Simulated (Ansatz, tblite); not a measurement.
## A script for In₄BiP₃ (GFN2-xTB)

These are simulated results from tblite 0.8.0, not measurements. The cell was built from a prototype and was relaxed with r2SCAN in plane waves (Ansatz 0.2.0). It may be hypothetical. All runs are without spin polarisation.

It is cubic, P-43m (No. 215); a = 6.117 Å in the conventional setting, 28.61 Å³ an atom. P has 4 In at 2.60 Å; In has 3 P at 2.60 Å and 1 Bi at 2.80 Å; Bi has 4 In at 2.80 Å.

tblite solves periodic systems at the zone centre alone, so the script builds a cluster of 2×2×2 conventional cells (64 atoms), which folds in a coarse mesh of k points.

Input script:

```python
import json
from ase import Atoms
from ase.build import make_supercell
from ase.units import Bohr, GPa, Hartree
from tblite.interface import Calculator

atoms = Atoms(['P', 'In', 'P', 'In', 'P', 'In', 'Bi', 'In'],
              cell=[[6.116768, -0.0, 0.0], [-0.0, 6.116768, -0.0], [0.0, -0.0, 6.116768]],
              scaled_positions=[[0.5, 0.0, 0.0], [0.235268, 0.764732, 0.764732], [0.0, 0.5, 0.0], [0.764732, 0.235268, 0.764732], [0.0, 0.0, 0.5], [0.764732, 0.764732, 0.235268], [0.5, 0.5, 0.5], [0.235268, 0.235268, 0.235268]],
              pbc=True)
cluster = make_supercell(atoms, [[2, 0, 0], [0, 2, 0], [0, 0, 2]])
calc = Calculator('GFN2-xTB', cluster.numbers, cluster.positions / Bohr, lattice=cluster.cell[:] / Bohr, periodic=cluster.pbc)
calc.set('temperature', 0.02 / Hartree)
calc.set('max-iter', 150)
res = calc.singlepoint()
levels = res.get('orbital-energies') * Hartree
nv = round(res.get('orbital-occupations').sum() / 2)
cells = len(cluster) // len(atoms)
out = {'energy_per_cell': res.get('energy') * Hartree / cells, 'homo': levels[nv - 1], 'lumo': levels[nv],
       'stress': (-res.get('virial') * Hartree / cluster.get_volume() / GPa).tolist(), 'charges': res.get('charges')[:len(atoms)].tolist(), 'electrons': 2 * nv / cells}
json.dump(out, open('results.json', 'w'))
for key, value in out.items():
    print(key, value)
```

Command: `python run.py`. It took 5.3 s on 1 thread of AMD EPYC 9B45 (Zen 5), with other jobs on the host, peak memory 0.13 GiB.

What it printed:

```
------------------------------------------------------------
  cycle        total energy    energy error   density error
------------------------------------------------------------
      1     -119.1632404734  -1.1956507E+02   2.4340399E-01
      2     -119.2245633144  -6.1322841E-02   4.0201102E-01
      3     -120.6220724079  -1.3975091E+00   3.5447585E-01
      4     -120.5633619270   5.8710481E-02   3.4880314E-01
      5     -120.5489230406   1.4438886E-02   5.8103238E-02
      6     -120.6807865356  -1.3186350E-01   7.2666792E-03
      7     -120.6809957045  -2.0916882E-04   1.4826340E-02
      8     -120.6806049521   3.9075232E-04   1.1271129E-02
      9     -120.6810873436  -4.8239151E-04   5.4412302E-03
     10     -120.6812014342  -1.1409058E-04   4.8360400E-03
     11     -120.6811916672   9.7670587E-06   2.1548775E-03
     12     -120.6812187964  -2.7129192E-05   5.1282666E-04
     13     -120.6812197972  -1.0008514E-06   4.2917647E-04
     14     -120.6812203884  -5.9120228E-07   2.4602952E-04
     15     -120.6812208792  -4.9075042E-07   7.2662939E-05
     16     -120.6812209218  -4.2655145E-08   7.3480958E-05
     17     -120.6812209330  -1.1236352E-08   4.0798568E-05
     18     -120.6812209332  -1.1098678E-10   1.7415525E-05
------------------------------------------------------------

 total:                                   4.968 sec
energy_per_cell -410.48791108800947
homo -8.974626254211797
lumo -8.974624101347198
stress [[3.6987728459655496, -1.3079786510177736e-05, -1.307978653475064e-05], [-1.3079786510174381e-05, 3.698772845965517, -1.3079786518190735e-05], [-1.3079786534742635e-05, -1.3079786518132903e-05, 3.6987728459654816]]
charges [-0.36514216236521296, 0.18685526280772302, -0.36514216236625047, 0.1868552628044839, -0.36514216236958963, 0.1868552628012473, 0.34833980235050976, 0.1868575214462948]
electrons 32.0
```

The cycle table is in hartree for the whole cluster, and the lines after it are in eV (the energy for one cell). The printed stress is in GPa and positive in compression, and the pressure is its mean diagonal.

GFN2-xTB gives no gap at the points read. On the same cell, plane-wave PBE (Ansatz, 4×4×4 k points and the special points) gives no gap at the points read and r2SCAN no gap at the points read; on shared hosts these took about 4 and 9.1 core-seconds on the 8-atom cell, against 5.3 for the script. Spin-orbit coupling, left out in all these runs, can cut or reorder the gap by tenths of an eV, up to about 1 eV with Pb or Bi.

The same script was run on cells scaled at fixed shape and fractional coordinates:

```tsv
volume (Å³/atom)	energy (meV/atom)	pressure (GPa, positive in compression)	gap (eV)
25.17	184.2	14.65	0.00
26.89	63.1	8.24	0.00
28.61	0.0	3.70	0.00
30.32	-21.7	0.47	0.00
32.04	-14.1	-1.77	0.00
```

A Birch-Murnaghan fit puts the minimum at 30.65 Å³/atom, 7.1 % above the given cell, with a bulk modulus of 45.6 GPa at fixed shape.

xTB was fitted mostly to molecules, and a small cluster samples few k points, so gaps, pressures and kinks along a curve can be far from a solid's.

Spin-orbit coupling is left out; in compounds of Pb, Bi, Tl or Hg it can lower a gap by up to about 1 eV, split its edges or invert the bands.
